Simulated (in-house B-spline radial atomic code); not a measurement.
**Ar¹⁵⁺: excited configurations**

How much energy does it take to promote electrons of Ar¹⁵⁺ to other shells? Each configuration is solved by itself and compared with the reference.

Program: in-house B-spline radial atomic code version 1. Level of theory: Dirac-Hartree-Fock, average of configuration, Fermi nucleus, basis-set limit. These are calculated values, not measurements, unless marked.

## (1) The system

- element: argon (Z = 18)
- charge: +15
- electrons: 3
- configuration: [He] 2s1
- Hamiltonian: Dirac-Coulomb
- nucleus: Fermi, rms radius 3.427 fm

Outer shells as boxes (Hund's rule):

[He] 2s1
```
[He] core
2s [↑ ]
```

The boxes draw the filling by Hund's rule, which heavy ions in jj coupling don't follow; these runs average over all states of the configuration.

The run's settings:

```ini
Z = 18
electrons = 3.0
configuration = [He] 2s1
hamiltonian = dirac
method = hf
spin_polarised = False
nucleus = fermi
rms_radius = 3.4274
mass_number = 40
atomic_mass = 39.96238312204
speed_of_light = 137.035999084
```

This reference run was done before. Its total energy is -347.954331 hartree, and its levels are (the highest eight at most):

| orbital | occupation | energy (eV) | <r> (bohr) |
| --- | --- | --- | --- |
| 1s1/2 | 2 | -4032.58 | 0.08473 |
| 2s1/2 | 1 | -918.52 | 0.3563 |

## (2) Configuration [He] 6s1

The run's settings:

```ini
Z = 18
electrons = 3.0
configuration = [He] 6s1
hamiltonian = dirac
method = hf
spin_polarised = False
nucleus = fermi
rms_radius = 3.4274
mass_number = 40
atomic_mass = 39.96238312204
speed_of_light = 137.035999084
```

## (3) Run with [He] 2p1

The settings differ from step 2 so:

```diff
@@ -2,3 +2,3 @@
 electrons = 3.0
-configuration = [He] 6s1
+configuration = [He] 2p1
 hamiltonian = dirac
```

## (4) Run with [He] 6p1

The settings differ from step 3 so:

```diff
@@ -2,3 +2,3 @@
 electrons = 3.0
-configuration = [He] 2p1
+configuration = [He] 6p1
 hamiltonian = dirac
```

## (5) Configuration [He] 5s1

The settings differ from step 4 so:

```diff
@@ -2,3 +2,3 @@
 electrons = 3.0
-configuration = [He] 6p1
+configuration = [He] 5s1
 hamiltonian = dirac
```

## (6) [He] 3p1

The settings differ from step 5 so:

```diff
@@ -2,3 +2,3 @@
 electrons = 3.0
-configuration = [He] 5s1
+configuration = [He] 3p1
 hamiltonian = dirac
```

Before running: How far above the reference does each configuration lie (order and size, in eV)?

The runs gave:

| net move | configuration | energy above the reference (eV) | with Breit, QED, recoil (eV) | largest <r> (bohr) |
| --- | --- | --- | --- | --- |
| 2s → 2p | [He] 2p1 | 34.209 | 34.106 | 0.307 |
| 2s → 3p | [He] 3p1 | 527.30 | 527.06 | 0.773 |
| 2s → 5s | [He] 5s1 | 776.27 | 775.99 | 2.30 |
| 2s → 6s | [He] 6s1 | 820.08 | 819.78 | 3.32 |
| 2s → 6p | [He] 6p1 | 821.21 | 820.92 | 3.29 |

Quantum defects of the promoted electron, δ = n − ζ/√(−2ε) with ζ = 16 and ε its orbital energy in hartree:

| promotion | δ |
| --- | --- |
| 2s → 3p | 0.016 |
| 2s → 5s | 0.052 |
| 2s → 6s | 0.052 |
| 2s → 6p | 0.017 |

What this shows: At the bottom stands 2s → 2p (34.209 eV), at the top 2s → 6p (821.21 eV). Of those tabulated, the defect is largest for 6s (0.05) and least for 3p (0.02); at this charge much of the defect is relativistic. These are averages over configurations, without correlation, not spectroscopic levels.
